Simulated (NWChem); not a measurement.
# SiSe (SMILES [Si][Se]) at 4 levels

We compute a comparison of 4 runs (PBE/aug-cc-pVTZ, PBE0/aug-cc-pVTZ, SVWN5/aug-cc-pVTZ, CCSD(T)/aug-cc-pVTZ) of SiSe. 

The calculation is run with NWChem 7.3.0.

## 1. The molecule

SiSe has 2 atoms, charge 0, and is taken as a singlet. SMILES: `[Si][Se]`. The shape is that of a PBE0-D4/def2-TZVP optimisation.

Bond lengths: Si1–Se2 2.062 Å.

## 2. Energy and gradient at PBE/aug-cc-pVTZ (run 1)

File run.py:

```python
from ase import Atoms
from ase.calculators.nwchem import NWChem

atoms = Atoms(['Si', 'Se'], positions=[
    [0.000000, 0.000000, 0.031440],
    [-0.000000, -0.000000, 2.093090],
])

calc = NWChem(
    label='mymol',
    theory='dft',
    memory='2200 mb',
    basis='aug-cc-pVTZ',
    basispar='spherical bse',
    dft={'xc': 'xpbe96 cpbe96', 'mult': '1', 'grid': 'fine', 'convergence': 'energy 1e-08', 'iterations': '100', 'mulliken': None},
)
atoms.calc = calc

forces = atoms.get_forces()
print(f"energy = {atoms.get_potential_energy():.6f} eV")
print("forces (eV/A):")
for s, f in zip(atoms.symbols, forces):
    print(f"{s:2s} {f[0]:10.5f} {f[1]:10.5f} {f[2]:10.5f}")
print("dipole (e A):", atoms.get_dipole_moment().round(4))
```

On the command line:

```console
$ export ASE_NWCHEM_COMMAND="nwchem PREFIX.nwi > PREFIX.nwo"
$ python run.py
```

Standard output:

```text
energy = -73215.176313 eV
forces (eV/A):
Si    0.00000   -0.00000   -0.71060
Se   -0.00000    0.00000    0.71060
dipole (e A): [-0.     -0.     -0.2385]
```

The calculator wrote mymol.nwi:

```
title "mymol"

permanent_dir mymol

scratch_dir mymol

start mymol

geometry units angstrom nocenter noautosym noautoz
  Si 0.0000000000000000e+00 0.0000000000000000e+00 3.1440000000000003e-02
  Se -0.0000000000000000e+00 -0.0000000000000000e+00 2.0930900000000001e+00
end

memory 2200 mb

basis spherical bse noprint
   * library aug-cc-pVTZ
end

dft
  xc xpbe96 cpbe96
  mult 1
  grid fine
  convergence energy 1e-08
  iterations 100
  mulliken
end

task dft gradient
```

mymol.nwo:

```text
Northwest Computational Chemistry Package (NWChem) 7.3.0
             --------------------------------------------------------

           Job information
           ---------------

    nwchem branch   = 7.3.0
    use scalapack   = T
    input           = mymol.nwi
    prefix          = mymol.
    data base       = mymol/mymol.db
    status          = startup
    nproc           =        1

           Memory information
           ------------------

    heap     =     72089600 doubles =      550.0 Mbytes
    stack    =     72089597 doubles =      550.0 Mbytes
    global   =    144179200 doubles =     1100.0 Mbytes (distinct from heap & stack)
    total    =    288358397 doubles =     2200.0 Mbytes
    verify   = yes
    hardfail = no

[... 74 lines left out ...]
  convergence criterion.
[... 36 lines left out ...]
          Spatial weights used:  Erf1
[... 72 lines left out ...]
         Total DFT energy =    -2690.608124373249
[... 3 lines left out ...]
 Nuclear repulsion energy =      122.178046964255
[... 846 lines left out ...]
          Convergence on gradient requested:  5.00D-04
[... 23 lines left out ...]
          total energy or number of iterations.
[... 18 lines left out ...]
                            NWChem DFT Gradient Module
                            --------------------------

                                       mymol

  charge          =   0.00
  wavefunction    = closed shell

                         DFT ENERGY GRADIENTS

    atom               coordinates                        gradient
                 x          y          z           x          y          z
   1 Si      0.000000   0.000000   0.059413   -0.000000   0.000000   0.013819
   2 Se      0.000000   0.000000   3.955367    0.000000  -0.000000  -0.013819

                 ----------------------------------------
                 |  Time  |  1-e(secs)   |  2-e(secs)   |
                 ----------------------------------------
                 |  CPU   |       0.01   |     124.54   |
                 ----------------------------------------
                 |  WALL  |       0.01   |     124.54   |
                 ----------------------------------------

 Task  times  cpu:      286.2s     wall:      286.2s
 Total times  cpu:      286.2s     wall:      286.2s
```

It took 4.8 min on 1 thread of Intel Xeon Platinum 8488C (Sapphire Rapids), shared host; peak memory 0.14 GiB.

## 3. Energy and forces at PBE0/aug-cc-pVTZ (run 2)

File a.nw:

```
start a
memory total 2200 mb
geometry units angstrom noautosym nocenter noautoz
   Si     0.000000     0.000000     0.031440
   Se     0.000000     0.000000     2.093090
end
basis spherical bse
   * library aug-cc-pVTZ
end
dft
   xc pbe0
   grid fine
   convergence energy 1e-08
   iterations 100
   mulliken
end
task dft gradient
```

On the command line:

```console
$ nwchem a.nw > a.out
```

Standard output:

```text
[...]
          Wavefunction type:  closed shell.
          No. of atoms     :     2
          No. of electrons :    48
[...]
          Charge           :     0
          Spin multiplicity:     1
[...]
          AO basis - number of functions:   109
[...]
              XC Information
              --------------
                         PBE0 Method XC Functional
                     Hartree-Fock (Exact) Exchange  0.250
          PerdewBurkeErnzerhof Exchange Functional  0.750
            Perdew 1991 LDA Correlation Functional  1.000 local
           PerdewBurkeErnz. Correlation Functional  1.000 non-local
[...]
 d= 0,ls=0.0,diis     1  -2690.6527244843 -2.81D+03  1.04D-02  4.78D-01    24.5
[...]
 d= 0,ls=0.0,diis     8  -2690.7053873105  3.79D-09  2.08D-06  5.47D-08   119.6
         Total DFT energy =    -2690.705387310457
      One electron energy =    -3988.619858406733
           Coulomb energy =     1283.348783698111
    Exchange-Corr. energy =     -107.612359566089
 Nuclear repulsion energy =      122.178046964255
[...]
      Total Density - Mulliken Population Analysis
     ---------------------------------------------
    Atom       Charge   Shell Charges
 -----------   ------   -------------------------------------------------------
    1 Si  14    13.89   2.00  1.88  0.22  1.13  0.66 -0.01  5.51  0.57  1.16  0.59  0.00  0.05  0.09 -0.00  0.02  0.01
    2 Se  34    34.11   2.00  2.01  1.91  0.44  1.05  0.49  0.03  6.00  5.84  0.97  2.33  0.97  0.01  9.62  0.38  0.03  0.01  0.00  0.00
[...]
  wavefunction    = closed shell
                         DFT ENERGY GRADIENTS
    atom               coordinates                        gradient
                 x          y          z           x          y          z
   1 Si      0.000000   0.000000   0.059413    0.000000  -0.000000   0.002275
   2 Se      0.000000   0.000000   3.955367   -0.000000   0.000000  -0.002275
[...]
```

Wall time 4.1 min (1 thread of Intel Xeon Platinum 8488C (Sapphire Rapids), shared host); peak memory 0.14 GiB.

Run 3 isn't shown in full; the table further down has it.

## 4. A single-point energy at CCSD(T)/aug-cc-pVTZ (run 4)

File work.nw:

```
start work
memory total 2200 mb

geometry units angstrom noautosym nocenter noautoz
  Si    0.000000    0.000000    0.031440
  Se    0.000000    0.000000    2.093090
end

basis spherical bse
  * library aug-cc-pVTZ
end

scf
  thresh 1e-08
  maxiter 80
  print low
end

ccsd
  freeze core 14
  maxiter 60
end

task ccsd(t) energy
```

On the command line:

```console
$ nwchem work.nw > work.out
```

Standard output:

```text
[...]
  functions       =   109
[...]
  wavefunction    = RHF
[...]
         Total SCF energy =  -2688.847654078744
      One-electron energy =  -3989.316454998569
      Two-electron energy =   1178.290753955571
 Nuclear repulsion energy =    122.178046964255
        Time for solution =    265.7s
[...]
 Total MP2 energy:          -2689.159453692715942
[...]
             energy      energy      error      ampl     ampl      Block
                                                time     time      time
[...]
 Total CCSD energy:          -2689.173769298164189
[...]
 Total CCSD+T(CCSD) energy:          -2689.194521582205653
[...]
 Total CCSD(T) energy:               -2689.193421807370669
[...]
```

Wall time 14 min (1 thread of Intel Xeon Platinum 8488C (Sapphire Rapids), shared host); peak memory 0.33 GiB.

## 5. The series

| run | level | task | integration grid | energy (Eh) | dipole moment (D) | HOMO energy (eV) | LUMO energy (eV) | wall time |
| --- | --- | --- | --- | --- | --- | --- | --- | --- |
| 1 | PBE/aug-cc-pVTZ | gradient | fine | -2690.608124 | 1.15 | -6.74 | -3.21 | 4.8 min |
| 2 | PBE0/aug-cc-pVTZ | gradient | fine | -2690.705387 | 1.39 | -7.82 | -2.48 | 4.1 min |
| 3 | SVWN5/aug-cc-pVTZ | gradient | fine | -2686.561152 | 1.22 | -6.86 | -3.36 | 4.7 min |
| 4 | CCSD(T)/aug-cc-pVTZ | energy | – | -2689.193422 | – | – | – | 14 min |

## 6. Outcome

| quantity | value |
| --- | --- |
| run 4: total energy | -2689.19342 Eh |
| run 4: correlation energy (14 core orbitals frozen) | -345.8 mEh |
| run 4: (T) correction | -19.65 mEh |

**Reading.** Over runs 1, 2, 3 the dipole moment (its size) runs from 1.15 D (PBE/aug-cc-pVTZ) to 1.39 D (PBE0/aug-cc-pVTZ). Over runs 1, 2, 3 the HOMO–LUMO gap runs from 3.50 eV (SVWN5/aug-cc-pVTZ) to 5.34 eV (PBE0/aug-cc-pVTZ). Totals of different functionals can't be ranked against each other. All runs together took 28 min, the longest 14 min.
